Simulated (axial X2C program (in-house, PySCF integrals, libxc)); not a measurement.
# KH⁺: from the state search to constants

What are the state, bond length, wavenumber and bond energy of KH⁺, and what does spin–orbit coupling change?

The runs use an in-house X2C program for linear molecules on PySCF integrals; all-electron X2C, K dyall-cv3z, H dyall-v3z.

All values are calculated.

### Step 1. Input

Input file task.json:

```json
{"zs": [19, 1], "q": 1, "bas": ["dyall-cv3z", "dyall-v3z"], "levels": ["PBE0", "HF", "M06"], "cc": true, "r0": 2.28, "thr": -2.0, "nmax": 90, "npts": 10, "nst": 2, "ntry": 6}
```

Keys: zs atomic numbers; q charge; bas basis sets; levels methods (HF also brings MP2); cc coupled cluster on or off; r0 starting distance in Å; thr threshold in hartree for freezing inner shells (an s shell follows its p shell); nmax most natural virtual spinors; npts points asked for on the curve; nst determinants followed; ntry starts of the search.

Run with:

```sh
python so2c.py task.json out
```

Spin-free means the one-electron spin-free X2C Hamiltonian; two-component (2c) means X2C with spin–orbit coupling and atomic mean-field two-electron Coulomb and Gaunt terms. Basis: K dyall-cv3z contracted to [11s12p6d3f], H dyall-v3z contracted to [6s2p1d]; Gaussian nuclei, density fitting. Masses: K 38.964 u, H 1.008 u.

Notation: σ, π±, δ± give the projection m of an orbital's angular momentum (0, ±1, ±2), α and β its spin, Λ and M_S the sums; ω is the projection of a spinor's total angular momentum and Ω the sum. Logs are in hartree.

Further steps of the session: PBE0, spin-free; HF, spin-free; M06, spin-free; MP2 and beyond, spin-free; PBE0, 2c; HF, 2c; M06, 2c; Correlated methods, 2c.

Q: Predict the outcome of this session. Wanted: for each run, Hamiltonian; Re; ωe; De; μ.

**Answer**, as computed:

Lowest determinant that the search found at its distance, spin-free: M_S = 1/2, Λ = 0 (beyond closed shells: σα).

Lowest determinant that the search found at its distance, 2c: Ω = 1/2 (excess of +ω over −ω: ω = 1/2).

| Hamiltonian | level | Re (Å) | ωe (cm⁻¹) | De (eV) | μ (D) |
| --- | --- | --- | --- | --- | --- |
| spin-free | PBE0 | 3.087 | 218.7 | 0.046 | 0.02 |
| spin-free | HF | 3.225 | 179.9 | 0.028 | -0.10 |
| spin-free | MP2 | 3.067 | 220.4 | 0.040 | n/a |
| spin-free | CCSD | 3.062 | 223.1 | 0.039 | n/a |
| spin-free | CCSD(T) | 3.057 | 223.0 | 0.040 | n/a |
| 2c | PBE0 | 3.087 | 218.7 | 0.046 | 0.02 |
| 2c | HF | 3.225 | 179.8 | 0.028 | -0.10 |
| 2c | MP2 | 3.067 | 220.4 | 0.040 | n/a |
| 2c | CCSD | 3.062 | 223.1 | 0.039 | n/a |
| 2c | CCSD(T) | 3.058 | 223.0 | 0.040 | n/a |

Dipoles are positive if H is the positive end and refer to the centre of mass. No constants: spin-free M06 (too few points lie around the minimum for a second fit to confirm the first); 2c M06 (too few points lie around the minimum for a second fit to confirm the first).

**Reading.** At CCSD(T), going from spin-free to two-component changes Re by 0 mÅ, ωe by 0.0 %; the spin-free picture holds up (part of it comes from the scalar share of the two-electron terms). De moves by 0.00 eV; both De rest on single-determinant atoms, which can miss part of an open shell's spin–orbit lowering.

De refers to K+ + H, each in the lowest determinant found, which need not be this curve's own limit. The state is a single determinant with fixed occupations, the lowest that a limited PBE0 search found. Dissociation energies refer to the lowest single-determinant-based atoms at the same level and basis. Density functionals use the spin component along the axis (collinear). CCSD and (T) use frozen natural virtuals with an MP2 correction for the truncation.
